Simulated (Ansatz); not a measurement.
# C8H11F3N2O2 (1-ethyl-3-methylimidazolium trifluoroacetate): the cost of one run

Program: Ansatz 0.2.0, Gaussian basis. Level of theory: the settings change from run to run. These are calculated values, not measurements.

4 further runs of the same task are left out: 4 that didn't finish.

**1. The molecule**

The structure was relaxed beforehand with PBE0-D4/def2-SVP.

SMILES `CCn1cc[n+](C)c1.O=C([O-])C(F)(F)F`, 26 atoms, charge 0, spin multiplicity 1.

Atoms are counted from 1 here; the program's logs count them from 0.

Bond lengths: C1–C2 1.516 Å, C1–H9 1.099 Å, C1–H10 1.101 Å, C1–H11 1.100 Å, C2–N3 1.460 Å, C2–H12 1.100 Å, C2–H13 1.101 Å, N3–C4 1.377 Å, N3–C8 1.335 Å, C4–C5 1.363 Å, C4–H14 1.087 Å, C5–N6 1.378 Å, C5–H15 1.087 Å, N6–C7 1.455 Å, N6–C8 1.333 Å, C7–H16 1.106 Å, C7–H17 1.099 Å, C7–H18 1.098 Å and more. Angles: C2–C1–H9 109.7°, C2–C1–H10 111.9°, C2–C1–H11 110.7°, H9–C1–H10 108.0°, H9–C1–H11 107.9°, H10–C1–H11 108.6°, C1–C2–N3 112.5°, C1–C2–H12 111.0°, C1–C2–H13 111.6°, N3–C2–H12 105.9°, N3–C2–H13 107.7°, H12–C2–H13 107.9°, C2–N3–C4 127.6°, C2–N3–C8 122.9°, C4–N3–C8 109.5°, N3–C4–C5 106.5°, N3–C4–H14 122.7°, C5–C4–H14 130.8° and more.

Coordinates:

```mol
C8H11F3N2O2
  3D, bonds by distance, orders not assigned

 26 25  0  0  0  0  0  0  0  0999 V2000
    3.0141    0.9181    1.0609 C   0  0
    2.1436   -0.3195    0.9648 C   0  0
    0.7779   -0.0786    1.4212 N   0  0
    0.3367    0.0507    2.7187 C   0  0
   -1.0040    0.2887    2.6503 C   0  0
   -1.3426    0.3002    1.3150 N   0  0
   -2.6679    0.5033    0.7497 C   0  0
   -0.2497    0.0800    0.5841 C   0  0
    4.0266    0.6869    0.7002 H   0  0
    3.0977    1.2821    2.0965 H   0  0
    2.6090    1.7279    0.4365 H   0  0
    2.0577   -0.6608   -0.0774 H   0  0
    2.5532   -1.1497    1.5600 H   0  0
    0.9974   -0.0448    3.5761 H   0  0
   -1.7385    0.4400    3.4366 H   0  0
   -2.6085    0.2590   -0.3272 H   0  0
   -2.9797    1.5471    0.8953 H   0  0
   -3.3815   -0.1665    1.2481 H   0  0
   -0.1430   -0.0058   -0.5525 H   0  0
   -1.9810   -0.3846   -2.1154 O   0  0
   -0.8543   -0.5163   -2.6006 C   0  0
    0.2653   -0.3238   -2.0680 O   0  0
   -0.7647   -0.9936   -4.0716 C   0  0
   -0.0782   -0.1192   -4.8175 F   0  0
   -0.1265   -2.1700   -4.1472 F   0  0
   -1.9591   -1.1508   -4.6366 F   0  0
  1  2  8  0
  1  9  8  0
  1 10  8  0
  1 11  8  0
  2  3  8  0
  2 12  8  0
  2 13  8  0
  3  4  8  0
  3  8  8  0
  4  5  8  0
  4 14  8  0
  5  6  8  0
  5 15  8  0
  6  7  8  0
  6  8  8  0
  7 16  8  0
  7 17  8  0
  7 18  8  0
  8 19  8  0
 20 21  8  0
 21 22  8  0
 21 23  8  0
 23 24  8  0
 23 25  8  0
 23 26  8  0
M  END
```

**2. PBE0-DH/def2-SVP**

This run has charge +1, multiplicity 2.

Input file in.yaml:

```yaml
crystal:
  periodic: [false, false, false]
  atoms:
    - {symbol: C, position_ang: [3.014079, 0.918119, 1.060852]}
    - {symbol: C, position_ang: [2.143564, -0.319511, 0.964764]}
    - {symbol: N, position_ang: [0.777930, -0.078623, 1.421153]}
    - {symbol: C, position_ang: [0.336658, 0.050682, 2.718678]}
    - {symbol: C, position_ang: [-1.003952, 0.288748, 2.650276]}
    - {symbol: N, position_ang: [-1.342605, 0.300227, 1.314965]}
    - {symbol: C, position_ang: [-2.667919, 0.503252, 0.749738]}
    - {symbol: C, position_ang: [-0.249666, 0.079952, 0.584122]}
    - {symbol: H, position_ang: [4.026561, 0.686899, 0.700204]}
    - {symbol: H, position_ang: [3.097667, 1.282079, 2.096504]}
    - {symbol: H, position_ang: [2.608955, 1.727945, 0.436519]}
    - {symbol: H, position_ang: [2.057681, -0.660824, -0.077411]}
    - {symbol: H, position_ang: [2.553242, -1.149740, 1.560045]}
    - {symbol: H, position_ang: [0.997365, -0.044782, 3.576092]}
    - {symbol: H, position_ang: [-1.738528, 0.440019, 3.436584]}
    - {symbol: H, position_ang: [-2.608528, 0.259005, -0.327190]}
    - {symbol: H, position_ang: [-2.979661, 1.547061, 0.895313]}
    - {symbol: H, position_ang: [-3.381485, -0.166467, 1.248055]}
    - {symbol: H, position_ang: [-0.142984, -0.005775, -0.552454]}
    - {symbol: O, position_ang: [-1.981013, -0.384602, -2.115420]}
    - {symbol: C, position_ang: [-0.854296, -0.516284, -2.600624]}
    - {symbol: O, position_ang: [0.265347, -0.323773, -2.067952]}
    - {symbol: C, position_ang: [-0.764704, -0.993550, -4.071611]}
    - {symbol: F, position_ang: [-0.078151, -0.119241, -4.817456]}
    - {symbol: F, position_ang: [-0.126451, -2.170049, -4.147177]}
    - {symbol: F, position_ang: [-1.959106, -1.150758, -4.636551]}
basis:
  gaussian: {orbitals: def2-SVP}
total_charge: 1
magnetization: {spin_polarized: true, initial_magnetization: 1}
hamiltonian: {xc: {name: PBE0-DH}}
output: {forces: true}
```

Started as:

```
$ ansatz run in.yaml --threads 4 --pin off --events-out ev --progress --plain --max-ram 6963MiB
```

Q: Estimate wall time and peak memory on 4 threads of Arm Neoverse V2, shared host.

About 3.3 min, with a peak of 2.1 GiB.
